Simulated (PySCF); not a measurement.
**BHOF2 (difluorohydroxyborane) at M06-L/def2-SVPD**

Aim: the vertical singlet–triplet gap of BHOF2 (difluorohydroxyborane) at M06-L/def2-SVPD, from 2 runs. Input form: a Python script.

The results are computed with PySCF 2.14.0.

2 further runs of the same task are left out: 1 that didn't finish, 1 set aside as unsound or not needed.

**1. The structure to begin with**

BHOF2: 5 atoms, total charge 0, spin state singlet. As SMILES, `OB(F)F`. The coordinates come from a PBE0-D4/def2-TZVP relaxation.

Bond lengths: O1–B2 1.345 Å, B2–F3 1.317 Å, B2–F4 1.327 Å, O1–H5 0.960 Å. Angles: O1–B2–F3 119.5°, O1–B2–F4 122.2°, F3–B2–F4 118.3°, B2–O1–H5 113.5°.

**2. A single-point energy at M06-L/def2-SVPD**

File mol.xyz:

```xyz
5

O      0.038630     1.000750     0.174310
B      0.105760    -0.342460     0.137210
F      0.731030    -0.986880     1.100700
F     -0.439530    -1.051930    -0.843330
H     -0.435890     1.380520    -0.568880
```

File run.py:

```python
# OB(F)F
from pyscf import gto, dft

system = gto.Mole()
system.atom = 'mol.xyz'
system.max_memory = 1860
system.basis = 'def2-svpd'
system.verbose = 3
system.charge = 0
system.build()

myscf = dft.RKS(system, xc='m06-l')
myscf.grids.level = 5
myscf.conv_tol = 1e-10
myscf.kernel()
if not myscf.converged:
    myscf = myscf.newton().run(myscf.mo_coeff, myscf.mo_occ)

e_final = myscf.e_tot
print('E = %.10f Eh' % e_final)
```

The run is started by

```
$ OMP_NUM_THREADS=1 python run.py
```

What it wrote:

```text
converged SCF energy = -300.289849279431
E = -300.2898492794 Eh
```

Wall time 32 s (1 thread of Arm Neoverse V1, shared host); peak memory 0.5 GiB.

**3. The triplet**

File run.py:

```python
from pyscf import gto, dft

system = gto.M(
    atom='''
O      0.038630     1.000750     0.174310
B      0.105760    -0.342460     0.137210
F      0.731030    -0.986880     1.100700
F     -0.439530    -1.051930    -0.843330
H     -0.435890     1.380520    -0.568880
''',
    charge=0,
    max_memory=1860,
    verbose=3,
    spin=2,
    basis='def2-svpd',
)

myscf = dft.UKS(system, xc='m06-l')
myscf.conv_tol = 1e-10
myscf.grids.level = 5
myscf.kernel()
if not myscf.converged:
    myscf = myscf.newton().run(myscf.mo_coeff, myscf.mo_occ)

energy = myscf.e_tot
print('E = %.10f Eh' % energy)
```

The run is started by

```
$ OMP_NUM_THREADS=1 python run.py
```

What it wrote:

```text
WARN: HOMO -0.0212656282896519 >= LUMO -0.449467207080917

WARN: HOMO -0.0720305754609925 >= LUMO -0.209806100838683

WARN: HOMO -0.0350310489983032 >= LUMO -0.318838121843904

WARN: HOMO -0.0616747217477642 >= LUMO -0.395186327060567

WARN: HOMO -0.0551288296003092 >= LUMO -0.37960339886344

WARN: HOMO -0.0558198788766351 >= LUMO -0.38166801011265

WARN: HOMO -0.0578285403278458 >= LUMO -0.383087082725546

WARN: HOMO -0.0659417491974081 >= LUMO -0.396232066785226

WARN: HOMO -0.0695123650948353 >= LUMO -0.398930683143427

WARN: HOMO -0.0713905067466444 >= LUMO -0.400371136125652

WARN: HOMO -0.0714515682133463 >= LUMO -0.400192883731709

WARN: HOMO -0.0715288746423258 >= LUMO -0.400212575513068

WARN: HOMO -0.071686407189805 >= LUMO -0.400351106891864

WARN: HOMO -0.0720821626286632 >= LUMO -0.400510512694511

WARN: HOMO -0.0724349975095028 >= LUMO -0.400490971970417

WARN: HOMO -0.0724806667352428 >= LUMO -0.400539828528308

WARN: HOMO -0.0725301868943417 >= LUMO -0.400575689328089

WARN: HOMO -0.072585230796577 >= LUMO -0.400600166752042

WARN: HOMO -0.0725972381082978 >= LUMO -0.400595084231901

WARN: HOMO -0.0725890214138219 >= LUMO -0.400594599791522

WARN: HOMO -0.0725892025448911 >= LUMO -0.400596035145206

WARN: HOMO -0.0725890189093046 >= LUMO -0.400596031022697

WARN: HOMO -0.0725891115446201 >= LUMO -0.400596266135612

converged SCF energy = -299.94449125082  <S^2> = 2.0046823  2S+1 = 3.0031199
E = -299.9444912508 Eh
```

Run time: 1.9 min. Hardware: 1 thread of Arm Neoverse V1, shared host; peak memory 0.54 GiB.

**4. Summary of results**

At M06-L/def2-SVPD:

| quantity | value |
| --- | --- |
| singlet: total energy | -300.28985 Eh |
| singlet: dipole moment | 1.97 D |
| singlet: HOMO energy | -9.42 eV |
| singlet: LUMO energy | -0.34 eV |
| singlet: HOMO–LUMO gap | 9.08 eV |
| triplet: total energy | -299.94449 Eh |
| triplet: dipole moment | 2.91 D |
| triplet: HOMO energy (highest over α and β) | -1.98 eV |
| triplet: ⟨S²⟩ | 2.005 |
| vertical energy of the triplet above the singlet | 9.398 eV |

What this shows: At this shape the triplet lies 9.40 eV (217 kcal/mol) above the singlet. Mulliken charges (singlet) run from -0.43 on O1 to +1.09 on B2; in a basis this large or diffuse they mean little.
